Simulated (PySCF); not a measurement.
# CLuO (Lu(CO)3+): the cost of one run

The runs use PySCF 2.14.0; PBE0, Lu def2-SVP with ECP28, C def2-SVP, O def2-SVP; scalar-relativistic core potentials, no spin–orbit coupling.

1 further run of the same task is left out (for a known fault of the program).

## 1. Starting geometry

3 atoms, charge 3, spin multiplicity 1.

Bond lengths: Lu1–C2 2.305 Å, C2–O3 1.150 Å. Angles: Lu1–C2–O3 180.0°.

Coordinates:

```xyz
3
charge 3, multiplicity 1
Lu    0.00000    0.00000    0.00000
C     0.00000    0.00000    2.30460
O     0.00000    0.00000    3.45460
```

Formal oxidation states: Lu +3.

## 2. SCF at the start, singlet

File run.py (the lines that set the calculation):

```python
mol = gto.M(atom='''
Lu     0.00000     0.00000     0.00000
C      0.00000     0.00000     2.30460
O      0.00000     0.00000     3.45460''',
    basis={'Lu': 'def2-SVP', 'C': 'def2-SVP', 'O': 'def2-SVP'},
    ecp={'Lu': 'def2-SVP'},
    charge=3, spin=0)
mf = dft.RKS(mol, xc='PBE0')
mf.grids.atom_grid = (50, 194)  # f atoms: unpruned, at least (60, 302)
mf = mf.density_fit()  # fitting sets: Lu def2-universal-JKFIT, C def2-universal-JKFIT, O def2-universal-JKFIT
mf.conv_tol = 1e-08; mf.max_cycle = 55
mf.kernel(dm0)  # dm0: free metal ions and neutral atoms
```

Started as:

```console
OMP_NUM_THREADS=2 python run.py
```

**Question.** How long does this run take on 2 threads of Arm Neoverse V2, shared host, and how much memory does it need?

About 8.6 s, with a peak of 0.46 GiB.
